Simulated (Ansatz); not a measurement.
# C16H48O6Si7: reading failed and doubtful runs

Aim: try 2 inputs for C16H48O6Si7 as typed, read how each ends, and find what has to change.

Method: the settings change from run to run; program: Ansatz 0.2.0, Gaussian basis.

### Step 1. The relaxed structure

The structure was relaxed beforehand with PBE-D4/def2-SVP.

SMILES `C[Si](C)(C)O[Si](C)(C)O[Si](C)(C)O[Si](C)(C)O[Si](C)(C)O[Si](C)(C)O[Si](C)(C)C`, 77 atoms, charge 0, spin multiplicity 1.

Atoms are counted from 1 here; the program's logs count them from 0.

Bond lengths: C1–Si2 1.886 Å, C1–H30 1.109 Å, C1–H31 1.110 Å, C1–H32 1.110 Å, Si2–C3 1.885 Å, Si2–C4 1.887 Å, Si2–O5 1.689 Å, C3–H33 1.109 Å, C3–H34 1.108 Å, C3–H35 1.110 Å, C4–H36 1.110 Å, C4–H37 1.109 Å, C4–H38 1.108 Å, O5–Si6 1.673 Å, Si6–C7 1.876 Å, Si6–C8 1.875 Å, Si6–O9 1.680 Å, C7–H39 1.109 Å and more. Angles: Si2–C1–H30 110.8°, Si2–C1–H31 110.9°, Si2–C1–H32 111.3°, H30–C1–H31 107.8°, H30–C1–H32 108.0°, H31–C1–H32 107.9°, C1–Si2–C3 110.5°, C1–Si2–C4 110.8°, C1–Si2–O5 107.1°, C3–Si2–C4 110.9°, C3–Si2–O5 107.4°, C4–Si2–O5 109.9°, Si2–C3–H33 110.9°, Si2–C3–H34 109.6°, Si2–C3–H35 111.6°, H33–C3–H34 108.3°, H33–C3–H35 108.0°, H34–C3–H35 108.4° and more.

### Step 2. Input 1

The input, in.yaml:

```yaml
crystal:
  periodic: [true, true, true]
  atoms:
    - {symbol: C, position_ang: [-5.707153, -2.859841, -0.719094]}
    - {symbol: Si, position_ang: [-4.216755, -1.746388, -0.435517]}
    - {symbol: C, position_ang: [-4.508667, -0.735437, 1.106970]}
    - {symbol: C, position_ang: [-2.675712, -2.975526, -0.184138]}
    - {symbol: O, position_ang: [-4.039190, -0.812858, -1.702157]}
    - {symbol: Si, position_ang: [-2.882374, -0.296582, -2.855416]}
    - {symbol: C, position_ang: [-2.206384, -1.742784, -3.817271]}
    - {symbol: C, position_ang: [-3.816331, 0.938674, -3.991703]}
    - {symbol: O, position_ang: [-1.638574, 0.453643, -2.155305]}
    - {symbol: Si, position_ang: [-1.246549, 1.398477, -0.892115]}
    - {symbol: C, position_ang: [-2.723888, 2.587618, -0.468189]}
    - {symbol: C, position_ang: [0.377023, 2.270720, -1.163870]}
    - {symbol: O, position_ang: [-1.070854, 0.389781, 0.538767]}
    - {symbol: Si, position_ang: [-0.516827, 0.313148, 2.090632]}
    - {symbol: C, position_ang: [-1.461924, 1.583616, 3.147198]}
    - {symbol: C, position_ang: [-0.767513, -1.446326, 2.696103]}
    - {symbol: O, position_ang: [1.103871, 0.664729, 2.258014]}
    - {symbol: Si, position_ang: [2.306369, 1.795795, 2.457198]}
    - {symbol: C, position_ang: [3.486144, 0.935446, 3.674120]}
    - {symbol: C, position_ang: [1.681299, 3.401317, 3.036776]}
    - {symbol: O, position_ang: [3.146796, 2.007597, 1.046728]}
    - {symbol: Si, position_ang: [4.034108, 1.321791, -0.202321]}
    - {symbol: C, position_ang: [4.188744, 2.708836, -1.563896]}
    - {symbol: C, position_ang: [5.671283, 0.749430, 0.431055]}
    - {symbol: O, position_ang: [3.123678, 0.158730, -0.902419]}
    - {symbol: Si, position_ang: [2.832197, -1.519746, -0.795641]}
    - {symbol: C, position_ang: [4.054881, -2.468951, -1.852488]}
    - {symbol: C, position_ang: [2.996540, -2.099120, 0.972972]}
    - {symbol: C, position_ang: [1.021165, -1.880788, -1.386519]}
    - {symbol: H, position_ang: [-6.667846, -2.230530, -0.857378]}
    - {symbol: H, position_ang: [-5.530346, -3.519301, -1.691327]}
    - {symbol: H, position_ang: [-5.963622, -3.548700, 0.057053]}
    - {symbol: H, position_ang: [-5.348601, -0.065859, 1.033192]}
    - {symbol: H, position_ang: [-3.622756, -0.145674, 1.296086]}
    - {symbol: H, position_ang: [-4.619097, -1.413401, 1.961820]}
    - {symbol: H, position_ang: [-2.762504, -3.490058, 0.743534]}
    - {symbol: H, position_ang: [-2.512795, -3.599296, -1.100869]}
    - {symbol: H, position_ang: [-1.793653, -2.265644, -0.133636]}
    - {symbol: H, position_ang: [-1.510221, -2.438366, -3.203245]}
    - {symbol: H, position_ang: [-2.992699, -2.335856, -4.314315]}
    - {symbol: H, position_ang: [-1.450965, -1.424102, -4.582012]}
    - {symbol: H, position_ang: [-4.613657, 0.424932, -4.542201]}
    - {symbol: H, position_ang: [-4.152561, 1.730760, -3.398360]}
    - {symbol: H, position_ang: [-3.085341, 1.312598, -4.747748]}
    - {symbol: H, position_ang: [-2.880789, 3.278603, -1.350828]}
    - {symbol: H, position_ang: [-3.635096, 1.959425, -0.317407]}
    - {symbol: H, position_ang: [-2.511139, 3.206816, 0.482633]}
    - {symbol: H, position_ang: [1.170415, 1.599236, -1.381362]}
    - {symbol: H, position_ang: [0.696850, 2.967337, -0.313271]}
    - {symbol: H, position_ang: [0.240097, 2.857458, -2.047575]}
    - {symbol: H, position_ang: [-1.349303, 2.645199, 2.778673]}
    - {symbol: H, position_ang: [-2.630262, 1.388391, 3.093798]}
    - {symbol: H, position_ang: [-1.260570, 1.533877, 4.152218]}
    - {symbol: H, position_ang: [-0.395402, -1.526677, 3.743758]}
    - {symbol: H, position_ang: [-1.862366, -1.748407, 2.662468]}
    - {symbol: H, position_ang: [-0.236099, -2.148287, 2.041323]}
    - {symbol: H, position_ang: [3.830317, -0.055797, 3.351986]}
    - {symbol: H, position_ang: [3.011200, 0.784523, 4.717970]}
    - {symbol: H, position_ang: [4.425211, 1.566622, 3.843351]}
    - {symbol: H, position_ang: [2.467434, 4.139463, 3.274874]}
    - {symbol: H, position_ang: [1.009380, 3.876827, 2.298882]}
    - {symbol: H, position_ang: [1.124271, 3.238433, 4.021200]}
    - {symbol: H, position_ang: [4.752525, 3.567757, -1.102245]}
    - {symbol: H, position_ang: [4.851155, 2.299052, -2.369346]}
    - {symbol: H, position_ang: [3.290319, 3.074162, -1.918550]}
    - {symbol: H, position_ang: [6.276690, 1.558849, 0.887360]}
    - {symbol: H, position_ang: [6.251085, 0.342048, -0.325048]}
    - {symbol: H, position_ang: [5.517520, -0.023250, 1.238494]}
    - {symbol: H, position_ang: [5.204361, -2.274023, -1.477449]}
    - {symbol: H, position_ang: [3.846824, -3.575592, -1.846911]}
    - {symbol: H, position_ang: [3.952482, -2.110434, -2.904389]}
    - {symbol: H, position_ang: [2.604436, -3.164655, 1.106467]}
    - {symbol: H, position_ang: [4.042050, -2.044529, 1.380941]}
    - {symbol: H, position_ang: [2.298509, -1.451659, 1.719639]}
    - {symbol: H, position_ang: [0.791227, -2.837353, -1.395421]}
    - {symbol: H, position_ang: [0.336914, -1.214476, -0.771312]}
    - {symbol: H, position_ang: [0.918035, -1.434668, -2.434158]}
basis:
  gaussian: {orbitals: cc-pVDZ, fitting: {mean_field: def2-universal-jkfit}, nuclear_model: gaussian}
hamiltonian: {xc: {name: wB97X}}
output: {forces: true}
```

Run with:

```console
$ ansatz run in.yaml --threads 2 --pin off --events-out ev --progress --plain --max-ram 32768MiB --backend cuda --devices 0, --max-vram 18GiB
```

Standard output:

```text
Error: YAML parse error: error: line 2 column 3: crystal: missing field `lattice` (a structure is typed as `lattice` and `atoms`, a molecule's as `atoms` in Å alone, or read from a run's directory, `checkpoint`)
 --> <input>:2:3
  |
1 | crystal:
2 |   periodic: [true, true, true]
  |   ^ crystal: missing field `lattice` (a structure is typed as `lattice` and `atoms`, a molecule's as `atoms` in Å alone, or read from a run's directory, `checkpoint`)
3 |   atoms:
4 |     - {symbol: C, position_ang: [-5.707153, -2.859841, -0.719094]}
  |
```

Wall time 0.05 s (1 × H100 (card shared with other runs) with 2 threads of AMD EPYC 7R13, shared host).

Diagnosis: The program refused the input. The molecule is marked periodic without a cell. Its coordinates are also moved off the relaxed structure. Fix: set periodic to false, or give a lattice.

### Step 3. Input 2

The input, in.yaml:

```yaml
crystal:
  periodic: [false, false, false]
  atoms:
    - {symbol: C, position_ang: [-5.731501, -2.883695, -0.748071]}
    - {symbol: Si, position_ang: [-4.202044, -1.835433, -0.405386]}
    - {symbol: C, position_ang: [-4.468602, -0.754060, 1.116007]}
    - {symbol: C, position_ang: [-2.675927, -2.925201, -0.198090]}
    - {symbol: O, position_ang: [-3.998752, -0.805662, -1.729038]}
    - {symbol: Si, position_ang: [-2.891163, -0.306550, -2.879394]}
    - {symbol: C, position_ang: [-2.174731, -1.769057, -3.810976]}
    - {symbol: C, position_ang: [-3.779848, 0.909888, -3.996261]}
    - {symbol: O, position_ang: [-1.601785, 0.469246, -2.133412]}
    - {symbol: Si, position_ang: [-1.247438, 1.429706, -0.811909]}
    - {symbol: C, position_ang: [-2.685609, 2.589119, -0.462161]}
    - {symbol: C, position_ang: [0.365382, 2.297514, -1.175629]}
    - {symbol: O, position_ang: [-1.062174, 0.396250, 0.509830]}
    - {symbol: Si, position_ang: [-0.549078, 0.323119, 2.102911]}
    - {symbol: C, position_ang: [-1.521146, 1.567555, 3.126932]}
    - {symbol: C, position_ang: [-0.779129, -1.437964, 2.694690]}
    - {symbol: O, position_ang: [1.085761, 0.671828, 2.189279]}
    - {symbol: Si, position_ang: [2.338108, 1.749170, 2.472202]}
    - {symbol: C, position_ang: [3.499086, 0.936844, 3.703514]}
    - {symbol: C, position_ang: [1.668445, 3.393412, 3.080662]}
    - {symbol: O, position_ang: [3.136993, 2.055124, 1.038139]}
    - {symbol: Si, position_ang: [4.015550, 1.365863, -0.217079]}
    - {symbol: C, position_ang: [4.240209, 2.687735, -1.521872]}
    - {symbol: C, position_ang: [5.655729, 0.731318, 0.455130]}
    - {symbol: O, position_ang: [3.146098, 0.111011, -0.895965]}
    - {symbol: Si, position_ang: [2.805552, -1.542536, -0.771230]}
    - {symbol: C, position_ang: [4.052854, -2.462886, -1.850884]}
    - {symbol: C, position_ang: [2.955187, -2.100968, 1.027453]}
    - {symbol: C, position_ang: [1.051454, -1.797007, -1.394870]}
    - {symbol: H, position_ang: [-6.620762, -2.241681, -0.914936]}
    - {symbol: H, position_ang: [-5.588603, -3.507937, -1.654132]}
    - {symbol: H, position_ang: [-5.953926, -3.562191, 0.101782]}
    - {symbol: H, position_ang: [-5.345239, -0.088374, 0.978737]}
    - {symbol: H, position_ang: [-3.574433, -0.121611, 1.283227]}
    - {symbol: H, position_ang: [-4.641484, -1.365164, 2.026159]}
    - {symbol: H, position_ang: [-2.754783, -3.558663, 0.709858]}
    - {symbol: H, position_ang: [-2.542949, -3.598379, -1.069901]}
    - {symbol: H, position_ang: [-1.768286, -2.296615, -0.101036]}
    - {symbol: H, position_ang: [-1.596154, -2.419330, -3.124497]}
    - {symbol: H, position_ang: [-2.972952, -2.376703, -4.283691]}
    - {symbol: H, position_ang: [-1.484919, -1.423533, -4.608098]}
    - {symbol: H, position_ang: [-4.616106, 0.418966, -4.534508]}
    - {symbol: H, position_ang: [-4.203226, 1.743099, -3.399184]}
    - {symbol: H, position_ang: [-3.087438, 1.339666, -4.748295]}
    - {symbol: H, position_ang: [-2.858827, 3.272749, -1.318708]}
    - {symbol: H, position_ang: [-3.613836, 2.005039, -0.296577]}
    - {symbol: H, position_ang: [-2.503447, 3.209913, 0.438805]}
    - {symbol: H, position_ang: [1.148355, 1.539698, -1.378821]}
    - {symbol: H, position_ang: [0.712837, 2.916539, -0.324713]}
    - {symbol: H, position_ang: [0.263809, 2.949789, -2.066960]}
    - {symbol: H, position_ang: [-1.353506, 2.603292, 2.767563]}
    - {symbol: H, position_ang: [-2.608964, 1.358394, 3.065508]}
    - {symbol: H, position_ang: [-1.225045, 1.527012, 4.195494]}
    - {symbol: H, position_ang: [-0.413726, -1.549409, 3.735800]}
    - {symbol: H, position_ang: [-1.846456, -1.734268, 2.663796]}
    - {symbol: H, position_ang: [-0.208914, -2.139788, 2.053406]}
    - {symbol: H, position_ang: [3.811288, -0.063503, 3.341302]}
    - {symbol: H, position_ang: [3.002684, 0.799446, 4.686050]}
    - {symbol: H, position_ang: [4.411053, 1.548318, 3.859356]}
    - {symbol: H, position_ang: [2.499169, 4.101733, 3.276856]}
    - {symbol: H, position_ang: [1.007916, 3.853837, 2.317784]}
    - {symbol: H, position_ang: [1.086123, 3.275755, 4.016829]}
    - {symbol: H, position_ang: [4.783197, 3.563121, -1.111160]}
    - {symbol: H, position_ang: [4.811803, 2.296620, -2.387997]}
    - {symbol: H, position_ang: [3.252844, 3.034267, -1.887387]}
    - {symbol: H, position_ang: [6.248223, 1.557867, 0.898714]}
    - {symbol: H, position_ang: [6.262396, 0.269964, -0.351380]}
    - {symbol: H, position_ang: [5.499357, -0.032516, 1.243638]}
    - {symbol: H, position_ang: [5.091544, -2.291673, -1.497654]}
    - {symbol: H, position_ang: [3.866318, -3.557112, -1.837787]}
    - {symbol: H, position_ang: [3.990621, -2.119424, -2.904573]}
    - {symbol: H, position_ang: [2.636072, -3.158519, 1.137520]}
    - {symbol: H, position_ang: [4.000347, -2.027734, 1.393267]}
    - {symbol: H, position_ang: [2.310642, -1.474220, 1.676668]}
    - {symbol: H, position_ang: [0.784376, -2.874235, -1.402897]}
    - {symbol: H, position_ang: [0.323461, -1.262274, -0.752905]}
    - {symbol: H, position_ang: [0.932077, -1.403931, -2.424855]}
basis:
  gaussian: {orbitals: STO-3G, fitting: {mean_field: def2-universal-jkfit}}
hamiltonian: {xc: {name: HF}}
correlation: {active_space: {window: {electrons: 6, orbitals: 2}}}
```

The command is unchanged.

Standard output:

```text
Functional definition: HF
  name "HF"
  cite "Fock, Z. Phys. 61, 126 (1930) doi:10.1007/BF01340294"
  parent pbe
  exchange = exact_x
  correlation = 0
3422 factors; integrals over basis functions are off by at most 7.5e-3 eV
mean field evaluation 1: about -83512.2676 eV, gradient 5.6e1 eV
mean field evaluation 2: about -83522.6694 eV, gradient 1.8e1 eV
mean field evaluation 4: about -83523.8008 eV, gradient 6.4e-1 eV
mean field -83523.80517532 eV, -3069.4432257244 hartree, gradient 1.6e-6 eV, S^2 0.000000; 0 other end points of the search recorded, 0 dependent functions left out
reference -83523.80517532 eV, -3069.4432257244 hartree; 145, 145 occupied and 76, 76 virtual orbitals, 3422 factors
Error: 6 electrons in 2 orbitals form no window around the highest filled level of the reference
```

Wall time 9 s (1 × H100 (card shared with other runs) with 2 threads of AMD EPYC 7R13, shared host); peak host memory 1.3 GiB.

**Diagnosis.** The run stopped with an error. The active space doesn't fit the electrons. Fix: choose a window whose electrons and orbitals fit the reference.

### Step 4. How the tries ended

```
input          level                ended                                           cause    time
    1  wB97X/cc-pVDZ              refused  the molecule is marked periodic without a cell  0.05 s
    2      HF/STO-3G  stopped by an error      the active space doesn't fit the electrons     9 s
```

In words: 1 refused, 1 stopped by an error. A refusal costs next to no computing time.
